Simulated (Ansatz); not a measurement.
# TlWF6: the cost of one run

Method: DFT r2SCAN, scalar-relativistic, plane waves, PAW, in Ansatz 0.2.0.

1 further run of the same task is left out (it didn't finish).

## 1. The structure to begin with

It takes space group Fm-3m (No. 225, cubic). The conventional cell has a = 9.543 Å, b = 9.543 Å, c = 9.543 Å, α = 90.00°, β = 90.00°, γ = 90.00°. Around Tl (site symmetry m-3m) lie 6 F at 2.86 Å. Around W (site symmetry m-3m) lie 6 F at 1.91 Å. F (site symmetry 4mm) is surrounded by 1 W at 1.91 Å.

As a file:

```
Tl W F
1.0
     0.00000    4.77164    4.77164
     4.77164    0.00000    4.77164
     4.77164    4.77164    0.00000
Tl W F
1 1 6
Direct
  0.50000 0.50000 0.50000
  0.00000 0.00000 0.00000
  0.79946 0.20054 0.20054
  0.20054 0.79946 0.79946
  0.20054 0.79946 0.20054
  0.79946 0.20054 0.79946
  0.20054 0.20054 0.79946
  0.79946 0.79946 0.20054
```

It is the end of an earlier relaxation with the same method, from a generated guess; it needn't be the stable form of this composition. At a tolerance of 0.05 Å it has space group Fm-3m (No. 225); it has 27.16 Å³/atom, an uncorrected energy of -2.45 eV/atom over the elements and, on its mesh, gap none (metal).

## 2. The same geometry with r2SCAN

Contents of input.yaml:

```yaml
crystal:
  lattice:
    - [0.0, 4.7716387, 4.7716387]
    - [4.7716387, 0.0, 4.7716387]
    - [4.7716387, 4.7716387, 0.0]
  atoms:
    - { symbol: Tl, position: [0.5, 0.5, 0.5] }
    - { symbol: W, position: [0.0, 0.0, 0.0] }
    - { symbol: F, position: [0.799456, 0.200544, 0.200544] }
    - { symbol: F, position: [0.200544, 0.799456, 0.799456] }
    - { symbol: F, position: [0.200544, 0.799456, 0.200544] }
    - { symbol: F, position: [0.799456, 0.200544, 0.799456] }
    - { symbol: F, position: [0.200544, 0.200544, 0.799456] }
    - { symbol: F, position: [0.799456, 0.799456, 0.200544] }
basis:
  ecutwfc: 500
kpoints:
  mp_grid: { grid: [8, 8, 8] }
  band_path:
    path:
      - [[0.0, 0.0, 0.0], [0.5, 0.0, 0.5], [0.625, 0.25, 0.625]]
      - [[0.375, 0.375, 0.75], [0.0, 0.0, 0.0], [0.5, 0.5, 0.5], [0.5, 0.25, 0.75], [0.5, 0.0, 0.5]]
    npoints: 14
hamiltonian:
  xc: r2scan
scf:
  occupations: { method: gaussian, width: 0.1 }
  n_extra_bands: 20
output:
  forces: true
  stress: true
  eigenvalues: true
  populations: true
  dos: { projected: true, de: 0.02, nscf_kmesh: { grid: [10, 10, 10] } }
  bader: true
  write_density: true
  write_potential: true
  elf: true
  volumetric_format: npy
```

The run is started by

```console
$ ansatz run input.yaml --threads 4 --pin off --max-ram 8192MiB --backend cpu --events-out ev --progress --plain --runs-dir out
```

Q: Estimate wall time and peak memory on 4 threads of Arm Neoverse V1, shared host.

About 56 s, with a peak of 1.4 GiB.
